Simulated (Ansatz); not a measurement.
# BH6NSiZn: one species, many methods

One table from this session's results is given with a row withheld; the runs are named, their logs left out.

Computed with Ansatz 0.2.0, Gaussian basis. Level: functionals in def2-TZVPP, the program's frozen cores in correlated methods.

The runs, in order: LDA (SPW92), PBE-D4, revPBE-D4, BLYP-D4, r2SCAN-D4, B97M-V, PBE0-D4, B3LYP-D4, r2SCANh-D4, r2SCAN0-D4, HSE06-D4, BHLYP-D4, CAM-B3LYP-D4, LC-ωPBE, ωB97X-V, ωB97M-V, B2PLYP, PBE-QIDH; CCSD(T)/def2-SVP; CCSD(T)/def2-TZVPP; MP2/def2-QZVPP; extrapolation to the limit; RPA on PBE.

## Structure used throughout

The geometry comes from an earlier relaxation with PBE0-D4 in a triple-zeta def2 set; it is a stationary point, not always the lowest conformer.

10 atoms, charge 0, spin multiplicity 1.

Atoms are counted from 1 here; the program's logs count them from 0.

Bond lengths: N1–B2 1.390 Å, N1–H5 1.006 Å, N1–H6 1.007 Å, B2–Si3 2.021 Å, B2–H10 1.200 Å, Si3–H7 1.490 Å, Si3–H8 1.494 Å, Si3–H9 1.496 Å. Angles: B2–N1–H5 123.7°, B2–N1–H6 123.0°, H5–N1–H6 113.3°, N1–B2–Si3 121.0°, N1–B2–H10 117.4°, Si3–B2–H10 121.4°, B2–Si3–H7 113.0°, B2–Si3–H8 112.4°, B2–Si3–H9 109.7°, H7–Si3–H8 107.7°, H7–Si3–H9 106.9°, H8–Si3–H9 106.7°.

Set-up of the first run:

Contents of in.yaml:

```yaml
crystal:
  periodic: [false, false, false]
  atoms:
    - {symbol: N, position_ang: [-1.075216, 1.223835, -0.382705]}
    - {symbol: B, position_ang: [0.171196, 0.760955, 0.022001]}
    - {symbol: Si, position_ang: [0.387328, -1.081901, 0.822447]}
    - {symbol: Zn, position_ang: [1.332573, -0.569691, -2.507712]}
    - {symbol: H, position_ang: [-1.909537, 0.660958, -0.376676]}
    - {symbol: H, position_ang: [-1.226250, 2.155220, -0.734328]}
    - {symbol: H, position_ang: [1.725365, -1.680354, 0.555576]}
    - {symbol: H, position_ang: [-0.645259, -2.042277, 0.329299]}
    - {symbol: H, position_ang: [0.232078, -1.008135, 2.308057]}
    - {symbol: H, position_ang: [1.091023, 1.530391, -0.033060]}
basis:
  gaussian: {orbitals: def2-TZVPP}
hamiltonian: {xc: lda}
output: {orbitals: {seedname: orbitals}}
```

Steps of the session up to this table: LDA; PBE-D4 (GGA); revPBE-D4 (GGA); BLYP-D4 (GGA); r2SCAN-D4 (meta-GGA); B97M-V (meta-GGA); PBE0-D4 (hybrid); B3LYP-D4 (hybrid); r2SCANh-D4 (hybrid); r2SCAN0-D4 (hybrid); HSE06-D4 (hybrid); BHLYP-D4 (hybrid); CAM-B3LYP-D4 (range-separated); LC-ωPBE (range-separated); ωB97X-V (range-separated); ωB97M-V (range-separated); B2PLYP (double hybrid); PBE-QIDH (double hybrid).

One table of the session follows, with a row left open; its other results are not shown here.

It belongs to the step «Frontier levels by functional». 

```
  functional  HOMO (eV)  gap (eV)
 LDA (SPW92)      -5.87      3.69
      PBE-D4      -5.63      3.66
   revPBE-D4      -5.54      3.65
     BLYP-D4      -5.58      3.78
   r2SCAN-D4      -5.83      4.03
      B97M-V      -5.61      3.79
     PBE0-D4      -6.35      5.16
    B3LYP-D4      -6.32      4.99
  r2SCANh-D4      -6.11      4.59
  r2SCAN0-D4      -6.52      5.42
    HSE06-D4      -5.95      4.39
    BHLYP-D4      -7.04      6.74
CAM-B3LYP-D4      -7.61      7.45
     LC-ωPBE          ?         ?
     ωB97X-V      -8.38      9.13
     ωB97M-V      -8.39      8.96
```

**Question.** Estimate the row for LC-ωPBE.

**Answer.** HOMO (eV): -8.65; gap (eV): 9.43. In the column «HOMO (eV)» it is the lowest.
